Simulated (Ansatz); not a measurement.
**H₂MoO₂S₂: one species, many methods**

One table from this session's results is given with a row withheld; the runs are named, their logs left out.

Program: Ansatz 0.2.0, Gaussian basis. Level of theory: functionals in def2-TZVPP, the program's frozen cores in correlated methods. These are calculated values, not measurements.

Levels to be run: LDA (SPW92), PBE-D4, revPBE-D4, BLYP-D4, r2SCAN-D4, B97M-V, PBE0-D4, B3LYP-D4, r2SCANh-D4, r2SCAN0-D4, HSE06-D4, BHLYP-D4, CAM-B3LYP-D4, LC-ωPBE, ωB97X-V, ωB97M-V, B2PLYP, PBE-QIDH; CCSD(T)/def2-SVP; CCSD(T)/def2-TZVPP; MP2/def2-QZVPP; extrapolation to the limit; RPA on PBE.

## Structure used throughout

The geometry comes from an earlier relaxation with PBE0-D4 in a triple-zeta def2 set; it is a stationary point, not always the lowest conformer. Mo takes the def2 core potential; no spin-orbit term is included.

SMILES `[OH][Mo]([OH])(=[S])=[S]`, 7 atoms, charge 0, spin multiplicity 1.

Atoms are counted from 1 here; the program's logs count them from 0.

Bond lengths: O1–Mo2 1.860 Å, O1–H6 0.962 Å, Mo2–O3 1.860 Å, Mo2–S4 2.099 Å, Mo2–S5 2.099 Å, O3–H7 0.962 Å. Angles: Mo2–O1–H6 120.9°, O1–Mo2–O3 110.4°, O1–Mo2–S4 108.5°, O1–Mo2–S5 109.9°, O3–Mo2–S4 109.9°, O3–Mo2–S5 108.5°, S4–Mo2–S5 109.6°, Mo2–O3–H7 120.9°.

Set-up of the first run:

in.yaml reads:

```yaml
crystal:
  periodic: [false, false, false]
  atoms:
    - {symbol: O, position_ang: [-1.525893, 0.274126, 0.678338]}
    - {symbol: Mo, position_ang: [0.034893, 0.041552, -0.305742]}
    - {symbol: O, position_ang: [1.413530, -0.548208, 0.794302]}
    - {symbol: S, position_ang: [-0.333220, -1.373335, -1.812486]}
    - {symbol: S, position_ang: [0.610676, 1.863683, -1.175227]}
    - {symbol: H, position_ang: [-1.806568, 1.149855, 0.960728]}
    - {symbol: H, position_ang: [1.667781, -1.475773, 0.814385]}
basis:
  gaussian: {orbitals: def2-TZVPP}
hamiltonian: {xc: lda}
output: {orbitals: {seedname: orbitals}}
```

Command:

```
ansatz run in.yaml --threads 4 --pin off --events-out ev --progress --plain --max-ram 10444MiB
```

Steps of the session up to this table: LDA; PBE-D4 (GGA); revPBE-D4 (GGA); BLYP-D4 (GGA); r2SCAN-D4 (meta-GGA); B97M-V (meta-GGA); PBE0-D4 (hybrid); B3LYP-D4 (hybrid); r2SCANh-D4 (hybrid); r2SCAN0-D4 (hybrid); HSE06-D4 (hybrid); BHLYP-D4 (hybrid); CAM-B3LYP-D4 (range-separated); LC-ωPBE (range-separated); ωB97X-V (range-separated); ωB97M-V (range-separated); B2PLYP (double hybrid); PBE-QIDH (double hybrid).

One table of the session follows, with a row left open; its other results are not shown here.

It belongs to the step «Orbital energies across the functionals». 

```
  functional  HOMO (eV)  LUMO (eV)  gap (eV)
 LDA (SPW92)      -6.35      -3.90      2.45
      PBE-D4      -6.20      -3.74      2.46
   revPBE-D4      -6.15      -3.68      2.47
     BLYP-D4      -6.03      -3.60      2.43
   r2SCAN-D4      -6.48      -3.77      2.72
      B97M-V          ?          ?         ?
     PBE0-D4      -7.32      -3.13      4.19
    B3LYP-D4      -7.08      -3.28      3.80
  r2SCANh-D4      -6.89      -3.52      3.37
  r2SCAN0-D4      -7.50      -3.14      4.36
    HSE06-D4      -6.93      -3.50      3.43
    BHLYP-D4      -8.27      -2.34      5.93
CAM-B3LYP-D4      -8.50      -2.12      6.38
     LC-ωPBE      -9.78      -1.16      8.61
     ωB97X-V      -9.45      -1.17      8.27
     ωB97M-V      -9.28      -1.15      8.13
```

**Question.** Estimate the row for B97M-V.

As computed: HOMO (eV): -6.53; LUMO (eV): -3.71; gap (eV): 2.81. In the column «HOMO (eV)» it lies between r2SCANh-D4 (-6.89) and r2SCAN-D4 (-6.48).
